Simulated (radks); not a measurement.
# Ti³⁺ in [Ne] 3s2 3p5 3d2: an all-electron calculation

The task here is to estimate one member of a computed series from the others.

Program: radks (a radial shooting solver on a logarithmic mesh, Libxc functionals) version 1. Level of theory: non-relativistic Kohn-Sham, BLYP, spin-unpolarised, spherical densities, point nucleus. These are calculated values, not measurements, unless marked.

### What is computed

- element: titanium (Z = 22)
- charge: +3
- electrons: 19
- configuration: [Ne] 3s2 3p5 3d2

Outer shells as boxes (Hund's rule):

Ti³⁺
```
[Ne] core
3s [↑↓]
3p [↑↓][↑↓][↑ ]
3d [↑ ][↑ ][  ][  ][  ]
```

Set-up of the first run:

Input:

```text
Z 22
configuration [Ne] 3s2 3p5 3d2 4s0 4p0 4d0 4f0
relativity non-relativistic
functional b88,lyp
spin unpolarised
nucleus point
```

Command:

```bash
$ python run_ks.py task.json out
```

All runs below come from this command, one after another.

One of the session's tables, all rows but one given; the rest of the session is left out.

It belongs to the step «Radial structure». Sizes of the orbitals, from the radial functions (bohr):

| level | <r> | outermost maximum (interpolated) | 90 % within | nodes |
| --- | --- | --- | --- | --- |
| 1s | 0.07016 | 0.0461 | 0.125 | 0 |
| 2s | 0.3275 | 0.271 | 0.509 | 1 |
| 2p | 0.2906 | 0.220 | 0.478 | 0 |
| 3s | 0.9962 | 0.868 | 1.49 | 2 |
| 3p | 1.054 | 0.891 | 1.61 | 1 |
| 3d | 1.247 | 0.911 | 2.06 | 0 |
| 4s | ? | ? | ? | ? |
| 4p | 2.941 | 2.69 | 4.25 | 2 |

Q: Estimate the row for 4s from the others.

**Answer.** <r>: 2.619; outermost maximum (interpolated): 2.39; 90 % within: 3.77; nodes: 3. In the column «<r>» it lies between 3d (1.247) and 4p (2.941).
